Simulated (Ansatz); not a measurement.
# Y: other elements on the same sites

An exercise on one series of results from a longer session: the logs are not shown, and one member is left open.

Computed with Ansatz 0.2.0 (DFT PBEsol, scalar-relativistic, plane waves, PAW, unless a step's input says otherwise).

1 further run of the same task is left out (set aside as unsound or not needed). Runs told in other sessions of the task aren't counted.

### The starting structure

It takes space group P6_3/mmc (No. 194, hexagonal). The conventional cell has a = 3.598 Å, b = 3.598 Å, c = 5.586 Å, α = 90.00°, β = 90.00°, γ = 120.00°. Y (site symmetry -6m2) has 12 Y at 3.48 to 3.60 Å in its first shell of neighbours.

As a file:

```xyz
2
Lattice="3.5975 0.0000 0.0000 -1.7988 3.1155 0.0000 0.0000 0.0000 5.5858" Properties=species:S:1:pos:R:3 pbc="T T T"
Y     0.0000    2.0770    1.3964
Y     1.7988    1.0385    4.1893
```

It is the result of an earlier relaxation at this level (volume 31.30 Å³/atom; gap on the mesh: none (metal)).

Set-up of the first run:

The input, input.yaml:

```yaml
crystal:
  lattice:
    - [3.0233534626, 0.0, 0.0]
    - [-1.5116767313, 2.6183009032, 0.0]
    - [0.0, 0.0, 4.6942735627]
  atoms:
    - { symbol: Bi, position: [0.3333333333, 0.6666666667, 0.25] }
    - { symbol: Bi, position: [0.6666666667, 0.3333333333, 0.75] }
basis:
  ecutwfc: 420
kpoints:
  mp_grid: { grid: [6, 6, 4] }
hamiltonian:
  xc: pbesol
scf:
  occupations: { method: gaussian, width: 0.1 }
output:
  forces: true
  stress: true
  eigenvalues: true
```

Command:

```bash
ansatz run input.yaml --threads 1 --pin off --max-ram 2560MiB --backend cpu --events-out ev --progress --plain --runs-dir out
```

Among the steps run: Quick check of gap, pressure and forces (Bi); Coarse relaxation (Bi); Relaxing cell and atoms (Bi); A first look at the start (Cr); Rough relaxation on the coarse mesh (Cr); The relaxation (Cr).

One table of the session follows, with a row left open; its other results are not shown here.

Lengths are those of the vectors of the cell that was run:

| swap | volume (Å³/atom) | a (Å) | b (Å) | c (Å) |
| --- | --- | --- | --- | --- |
| none | 31.30 | 3.598 | 3.598 | 5.586 |
| Y → Sr | 52.36 | 4.196 | 4.196 | 6.867 |
| Y → V | 13.32 | 2.574 | 2.574 | 4.643 |
| Y → Bi | ? | ? | ? | ? |
| Y → Cr | 11.48 | 2.455 | 2.455 | 4.398 |

Estimate the missing values for Y → Bi.

The run gave: volume (Å³/atom): 30.00; a (Å): 3.470; b (Å): 3.470; c (Å): 5.753. In the column «volume (Å³/atom)» it lies between Y → V (13.32) and none (31.30).

Lengths are those of the computed cell. Rows of earlier swaps come from the sessions before.

Limits of these values: Warnings in the runs' records: seeded moment not kept.
